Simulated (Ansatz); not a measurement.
# CH6AlFO2Si: basis-set convergence

How large a basis does CH6AlFO2Si need? Two functionals are run in growing sets.

The runs use Ansatz 0.2.0, Gaussian basis; one geometry, several basis sets.

Levels to be run: PBE0-D4/def2-SVP; ωB97M-V/def2-SVP; PBE0-D4/def2-QZVPP; ωB97M-V/def2-QZVPP; the functionals' def2-TZVPP values are taken from earlier runs.

## (1) The relaxed structure

The geometry comes from an earlier relaxation with PBE0-D4 in a triple-zeta def2 set; it is a stationary point, not always the lowest conformer.

SMILES `C[O][Al]([F])[O][SiH3]`, 12 atoms, charge 0, spin multiplicity 1.

Atoms are counted from 1 here; the program's logs count them from 0.

Bond lengths: C1–O2 1.400 Å, C1–H7 1.094 Å, C1–H8 1.094 Å, C1–H9 1.096 Å, O2–Al3 1.668 Å, Al3–F4 1.638 Å, Al3–O5 1.669 Å, O5–Si6 1.626 Å, Si6–H10 1.486 Å, Si6–H11 1.487 Å, Si6–H12 1.486 Å. Angles: O2–C1–H7 109.8°, O2–C1–H8 109.9°, O2–C1–H9 112.6°, H7–C1–H8 108.0°, H7–C1–H9 108.2°, H8–C1–H9 108.2°, C1–O2–Al3 134.6°, O2–Al3–F4 117.9°, O2–Al3–O5 122.3°, F4–Al3–O5 119.8°, Al3–O5–Si6 170.0°, O5–Si6–H10 110.0°, O5–Si6–H11 109.6°, O5–Si6–H12 110.3°, H10–Si6–H11 108.9°, H10–Si6–H12 109.1°, H11–Si6–H12 108.9°.

## (2) PBE0-D4 in def2-SVP

Contents of in.yaml:

```yaml
crystal:
  periodic: [false, false, false]
  atoms:
    - {symbol: C, position_ang: [-0.079876, 1.995927, 1.448321]}
    - {symbol: O, position_ang: [0.916690, 1.698029, 0.510868]}
    - {symbol: Al, position_ang: [1.185351, 0.441993, -0.553977]}
    - {symbol: F, position_ang: [2.524691, 0.507676, -1.495247]}
    - {symbol: O, position_ang: [0.143831, -0.855490, -0.682242]}
    - {symbol: Si, position_ang: [-0.692802, -2.210953, -1.008076]}
    - {symbol: H, position_ang: [-0.549658, 2.952414, 1.199743]}
    - {symbol: H, position_ang: [0.362278, 2.084811, 2.445229]}
    - {symbol: H, position_ang: [-0.862920, 1.229852, 1.487918]}
    - {symbol: H, position_ang: [0.037227, -3.396884, -0.488192]}
    - {symbol: H, position_ang: [-2.026729, -2.141603, -0.355532]}
    - {symbol: H, position_ang: [-0.881283, -2.361071, -2.474913]}
basis:
  gaussian: {orbitals: def2-SVP}
hamiltonian: {xc: pbe0, dispersion: d4}
output: {orbitals: {seedname: orbitals}}
```

Command:

```
> ansatz run in.yaml --threads 2 --pin off --events-out ev --progress --plain --max-ram 32768MiB --backend cpu
```

After this run come: ωB97M-V in def2-SVP; PBE0-D4 in def2-QZVPP; ωB97M-V in def2-QZVPP.

**Question.** What will the summary of the whole plan be? Wanted: PBE0-D4: double and triple zeta above quadruple; ωB97M-V: double and triple zeta above quadruple.

As calculated:

| quantity | value |
| --- | --- |
| PBE0-D4: double and triple zeta above quadruple | 16.04, 0.98 eV |
| ωB97M-V: double and triple zeta above quadruple | 16.20, 0.91 eV |

PBE0-D4 gains 15.06 eV from double to triple zeta, then 0.98 eV more. These are total energies; as a rule much of such shifts cancels in differences, which this series doesn't test. The LUMO of ωB97M-V is positive and keeps falling with the basis (1.06 to 0.40 eV): an unbound level that the basis holds in place.
